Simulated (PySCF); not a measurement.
**r2SCAN/cc-pVDZ run of GaAlSiH4S (SMILES [AlH]1[SiH2][GaH][S]1)**

What is the vertical ionisation energy of GaAlSiH4S at r2SCAN/cc-pVDZ? 

The calculation is run with PySCF 2.14.0.

## (1) Starting point

The species is GaAlSiH4S (8 atoms), meant as a singlet with charge 0. SMILES: `[AlH]1[SiH2][GaH][S]1`. The coordinates come from a PBE0-D4/def2-TZVP relaxation.

Bond lengths: Al1–Si2 2.440 Å, Si2–Ga3 2.413 Å, Al1–S4 2.193 Å, Ga3–S4 2.250 Å, Al1–H5 1.584 Å, Si2–H6 1.491 Å, Si2–H7 1.492 Å, Ga3–H8 1.565 Å. Some angles: Al1–Si2–Ga3 77.4°, Si2–Al1–S4 98.5°, Si2–Ga3–S4 97.8°, Al1–S4–Ga3 86.1°, Al1–Si2–H6 121.0°, Al1–Si2–H7 117.3°, Ga3–Si2–H6 116.6°, Ga3–Si2–H7 113.3°, Si2–Al1–H5 139.1°, S4–Al1–H5 122.4°.

## (2) A single-point energy at r2SCAN/cc-pVDZ

job.py reads:

```python
# [AlH]1[SiH2][GaH][S]1
from pyscf import gto, dft

mol = gto.M(
    atom='''
Al      -0.483600       1.052000      -1.188900
Si       0.923200       0.467700       0.717000
Ga      -0.462100      -1.492100       0.464300
S       -1.590500      -0.832700      -1.366800
H       -0.745600       2.283300      -2.150500
H        0.810900       1.203700       2.008300
H        2.367700       0.209100       0.448800
H       -0.819900      -2.891000       1.067800
''',
    max_memory=1860,
    verbose=3,
    spin=0,
    basis='cc-pvdz',
)

mf = dft.RKS(mol, xc='r2scan')
mf.grids.level = 7
mf.conv_tol = 1e-10
mf.kernel()
if not mf.converged:
    mf = mf.newton().run(mf.mo_coeff, mf.mo_occ)

etot = mf.e_tot
print('E = %.10f Eh' % etot)
```

On the command line:

```console
$ OMP_NUM_THREADS=1 python job.py
```

The log of the run:

```text
converged SCF energy = -2857.31013297661
E = -2857.3101329766 Eh
```

It took 1.7 min on 1 thread of Arm Neoverse V2, shared host; peak memory 0.56 GiB.

## (3) The doublet cation

input.xyz reads:

```xyz
8

Al    -0.483600     1.052000    -1.188900
Si     0.923200     0.467700     0.717000
Ga    -0.462100    -1.492100     0.464300
S     -1.590500    -0.832700    -1.366800
H     -0.745600     2.283300    -2.150500
H      0.810900     1.203700     2.008300
H      2.367700     0.209100     0.448800
H     -0.819900    -2.891000     1.067800
```

input.py reads:

```python
from pyscf import gto, dft

mol = gto.Mole()
mol.atom = 'input.xyz'
mol.basis = 'cc-pvdz'
mol.max_memory = 1860
mol.charge = 1
mol.verbose = 4
mol.spin = 1
mol.build()

mf = dft.UKS(mol, xc='r2scan')
mf.grids.level = 7
mf.conv_tol = 1e-10
mf.kernel()
if not mf.converged:
    mf = mf.newton().run(mf.mo_coeff, mf.mo_occ)

energy = mf.e_tot
print(f'total energy: {energy:.8f} hartree')
```

On the command line:

```console
$ OMP_NUM_THREADS=1 python input.py
```

The log of the run:

```text
PySCF version 2.14.0

[INPUT] num. atoms = 8
[INPUT] num. electrons = 77
[INPUT] charge = 1
[INPUT] spin (= nelec alpha-beta = 2S) = 1
[INPUT] symmetry False subgroup None
[INPUT] Mole.unit = angstrom
[INPUT] Symbol           X                Y                Z      unit          X                Y                Z       unit  Magmom
[INPUT]  1 Al    -0.483600000000   1.052000000000  -1.188900000000 AA   -0.913871553840   1.987991883042  -2.246695389495 Bohr   0.0
[INPUT]  2 Si     0.923200000000   0.467700000000   0.717000000000 AA    1.744595158198   0.883824908459   1.354933631313 Bohr   0.0
[INPUT]  3 Ga    -0.462100000000  -1.492100000000   0.464300000000 AA   -0.873242442162  -2.819660350464   0.877399839636 Bohr   0.0
[INPUT]  4 S     -1.590500000000  -0.832700000000  -1.366800000000 AA   -3.005609401121  -1.573574943925  -2.582877667056 Bohr   0.0
[INPUT]  5 H     -0.745600000000   2.283300000000  -2.150500000000 AA   -1.408979798476   4.314811660219  -4.063856030877 Bohr   0.0
[INPUT]  6 H      0.810900000000   1.203700000000   2.008300000000 AA    1.532378914410   2.274663336139   3.795136975964 Bohr   0.0
[INPUT]  7 H      2.367700000000   0.209100000000   0.448800000000 AA    4.474304545133   0.395141732647   0.848109084705 Bohr   0.0
[INPUT]  8 H     -0.819900000000  -2.891000000000   1.067800000000 AA   -1.549386449531  -5.463198226118   2.017849555811 Bohr   0.0

nuclear repulsion = 462.765560718528
number of shells = 33
number of NR pGTOs = 228
number of NR cGTOs = 101
basis = cc-pvdz
ecp = {}

******** <class 'pyscf.dft.uks.UKS'> ********
method = UKS
initial guess = minao
damping factor = 0
level_shift factor = 0
DIIS = <class 'pyscf.scf.diis.CDIIS'>
diis_start_cycle = 1
diis_space = 8
diis_damp = 0
SCF conv_tol = 1e-10
SCF conv_tol_grad = None
SCF max_cycles = 50
direct_scf = True
direct_scf_tol = 1e-13
number electrons alpha = 39  beta = 38
XC library pyscf.dft.libxc version 7.0.0
    S. Lehtola, C. Steigemann, M. J.T. Oliveira, and M. A.L. Marques.,  SoftwareX 7, 1–5 (2018)
XC functionals = r2scan
    J. W. Furness, A. D. Kaplan, J. Ning, J. P. Perdew, and J. Sun.,  J. Phys. Chem. Lett. 11, 8208-8215 (2020)
    J. W. Furness, A. D. Kaplan, J. Ning, J. P. Perdew, and J. Sun.,  J. Phys. Chem. Lett. 11, 9248-9248 (2020)
    J. W. Furness, A. D. Kaplan, J. Ning, J. P. Perdew, and J. Sun.,  J. Phys. Chem. Lett. 11, 8208-8215 (2020)
    J. W. Furness, A. D. Kaplan, J. Ning, J. P. Perdew, and J. Sun.,  J. Phys. Chem. Lett. 11, 9248-9248 (2020)
radial grids:
    Treutler-Ahlrichs [JCP 102, 346 (1995); DOI:10.1063/1.469408] (M4) radial grids

becke partition: Becke, JCP 88, 2547 (1988); DOI:10.1063/1.454033
pruning grids: <function nwchem_prune>
grids dens level: 7
symmetrized grids: False
atomic radii adjust function: <function treutler_atomic_radii_adjust>
small_rho_cutoff = 0
Set gradient conv threshold to 1e-05
tot grids = 547432
init E= -2856.96004717241
[... the frontier-level lines of each cycle are left out ...]


cycle= 1 E= -2856.90025412302  delta_E= 0.0598  |g|= 0.345  |ddm|= 1.58
cycle= 2 E= -2855.97172373531  delta_E= 0.929  |g|= 1.05  |ddm|=  1.4
cycle= 3 E= -2856.969426319  delta_E= -0.998  |g|= 0.154  |ddm|= 1.21
cycle= 4 E= -2856.98833909421  delta_E= -0.0189  |g|= 0.0552  |ddm|= 0.287
cycle= 5 E= -2856.99014724664  delta_E= -0.00181  |g|= 0.032  |ddm|= 0.14
cycle= 6 E= -2856.9911708672  delta_E= -0.00102  |g|= 0.0111  |ddm|= 0.0695
cycle= 7 E= -2856.99129672224  delta_E= -0.000126  |g|= 0.00508  |ddm|= 0.0254
cycle= 8 E= -2856.99132572688  delta_E= -2.9e-05  |g|= 0.00182  |ddm|= 0.00911
cycle= 9 E= -2856.99133002624  delta_E= -4.3e-06  |g|= 0.000775  |ddm|= 0.00391
cycle= 10 E= -2856.99133093428  delta_E= -9.08e-07  |g|= 0.00037  |ddm|= 0.00208
cycle= 11 E= -2856.99133109312  delta_E= -1.59e-07  |g|= 0.000296  |ddm|= 0.00111
cycle= 12 E= -2856.99133118601  delta_E= -9.29e-08  |g|= 0.000115  |ddm|= 0.000513
cycle= 13 E= -2856.99133120566  delta_E= -1.96e-08  |g|= 4.83e-05  |ddm|= 0.000429
cycle= 14 E= -2856.99133120759  delta_E= -1.93e-09  |g|= 2.88e-05  |ddm|= 7.38e-05
cycle= 15 E= -2856.99133120888  delta_E= -1.29e-09  |g|= 7.78e-06  |ddm|= 0.000121
cycle= 16 E= -2856.99133120895  delta_E= -7.14e-11  |g|= 4.24e-06  |ddm|= 2.08e-05
Extra cycle  E= -2856.99133120895  delta_E= -1.82e-12  |g|= 5.37e-06  |ddm|= 1.15e-05
converged SCF energy = -2856.99133120895  <S^2> = 0.763228  2S+1 = 2.0131845
total energy: -2856.99133121 hartree
```

It took 4.4 min on 1 thread of Arm Neoverse V2, shared host; peak memory 0.59 GiB.

## (4) Outcome

At r2SCAN/cc-pVDZ:

```
                                          quantity           value
                   singlet GaAlSiH4S: total energy  -2857.31013 Eh
                  singlet GaAlSiH4S: dipole moment          1.47 D
                    singlet GaAlSiH4S: HOMO energy        -6.22 eV
                    singlet GaAlSiH4S: LUMO energy        -2.57 eV
                  singlet GaAlSiH4S: HOMO–LUMO gap         3.65 eV
                      doublet cation: total energy  -2856.99133 Eh
doublet cation: HOMO energy (highest over α and β)       -11.65 eV
 doublet cation: LUMO energy (lowest over α and β)       -11.06 eV
                              doublet cation: ⟨S²⟩           0.763
vertical ionisation energy (to the doublet cation)        8.675 eV
```

The vertical ionisation energy comes to 8.68 eV (200 kcal/mol). −ε(HOMO) before ionisation, 6.22 eV, is 2.46 eV below this ionisation energy. Mulliken charges (singlet GaAlSiH4S) run from -0.32 on S4 to +0.37 on Al1. Mulliken charges (doublet cation) run from -0.17 on S4 to +0.51 on Al1.
